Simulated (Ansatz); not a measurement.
# SiH3F + H2 + H2O: a complex and its separated parts

Aim: how far the complex at one end of a reaction step lies below its separated, relaxed parts, level by level.

Computed with Ansatz 0.2.0, Gaussian basis. Level: PBE0-D4/def2-TZVP structures, single points in def2-TZVPP, no counterpoise correction.

Levels: SPW92, PBE-D4, BLYP-D4, r2SCAN-D4, B97M-V, PBE0-D4, B3LYP-D4, r2SCAN0-D4, BHLYP-D4, CAM-B3LYP-D4, wB97X-V, wB97M-V, B2PLYP, PBE-QIDH, RPA on PBE, Hartree-Fock, MP2, CCSD, CCSD(T).

Cores are frozen in the correlated methods. B3LYP uses VWN-RPA correlation. B2PLYP carries no dispersion term here.

26 further runs of the same task are left out: 26 set aside as unsound or not needed.

**1. The system as given**

The complex: 10 atoms, charge 0, spin multiplicity 1.

Atoms are counted from 1 here; the program's logs count them from 0.

Bond lengths: Si1–H3 1.477 Å, Si1–H4 1.480 Å, Si1–H5 1.484 Å, Si1–F7 1.611 Å, H2–H8 0.748 Å, H6–O9 0.962 Å, O9–H10 0.960 Å. Angles: H3–Si1–H4 112.3°, H3–Si1–H5 110.3°, H3–Si1–F7 109.3°, H4–Si1–H5 109.7°, H4–Si1–F7 108.9°, H5–Si1–F7 106.0°, H6–O9–H10 105.5°.

As a file:

```mol
FH7OSi
  3D, bonds by distance, orders not assigned

 10  7  0  0  0  0  0  0  0  0999 V2000
   -0.6218    1.3677   -0.7374 Si  0  0
    0.4454   -3.1779   -0.7807 H   0  0
   -0.5364    0.0554   -1.4102 H   0  0
   -1.5843    1.3612    0.3863 H   0  0
   -0.9962    2.4230   -1.7118 H   0  0
    1.2132    0.0435    1.2171 H   0  0
    0.8332    1.7747   -0.1772 F   0  0
    0.4702   -2.6142   -0.2894 H   0  0
    0.5283   -0.6272    1.2928 O   0  0
    0.2483   -0.6061    2.2104 H   0  0
  1  3  8  0
  1  4  8  0
  1  5  8  0
  1  7  8  0
  2  8  8  0
  6  9  8  0
  9 10  8  0
M  END
```

Its parts: SiH3F holds atoms 1, 3, 4, 5, 7; H2 holds atoms 2, 8; H2O holds atoms 6, 9, 10. Each part counts its atoms afresh in its own runs.

**2. Relaxing SiH3F alone**

relax-a/in.yaml

```yaml
crystal:
  periodic: [false, false, false]
  atoms:
    - {symbol: Si, position_ang: [-0.621755, 1.367740, -0.737373]}
    - {symbol: H, position_ang: [-0.536421, 0.055413, -1.410191]}
    - {symbol: H, position_ang: [-1.584311, 1.361178, 0.386318]}
    - {symbol: H, position_ang: [-0.996170, 2.422991, -1.711787]}
    - {symbol: F, position_ang: [0.833194, 1.774681, -0.177192]}
basis:
  gaussian: {orbitals: def2-TZVP}
hamiltonian: {xc: pbe0, dispersion: d4}
relax: {f_tol: 0.005, max_steps: 200}
```

No record of the launch command was kept for these runs.

After this run come: Relaxing H2 alone; Relaxing H2O alone; wB97M-V/def2-TZVPP; CCSD(T)/def2-TZVPP; Vibrations of SiH3F; Vibrations of H2; Vibrations of H2O.

Before running it: what results should come out? Wanted: complex less parts, CCSD(T)/def2-TZVPP; with zero-point energy; largest T1 diagnostic.

As calculated:

```
                              quantity          value
complex less parts, CCSD(T)/def2-TZVPP  -4.2 kcal/mol
                with zero-point energy  -1.5 kcal/mol
                 largest T1 diagnostic          0.011
```

**Reading.** At CCSD(T) the complex lies 4.2 kcal/mol below its parts. PBE-QIDH is the best functional here (+0.2 kcal/mol from CCSD(T)); SPW92 is the worst (-4.1 kcal/mol). By rung, the mean size of the error is: LDA 4.1, GGA 0.8, meta-GGA 0.7, hybrid 0.6, range-separated hybrid 0.9, double hybrid 0.4 kcal/mol. PBE-D4 gives a relative energy 1.2 kcal/mol too low, outside chemical accuracy (1 kcal/mol). No counterpoise was applied, and triple zeta lacks some correlation, so the CCSD(T) reference has a basis error of its own, and close matches with it are partly luck.
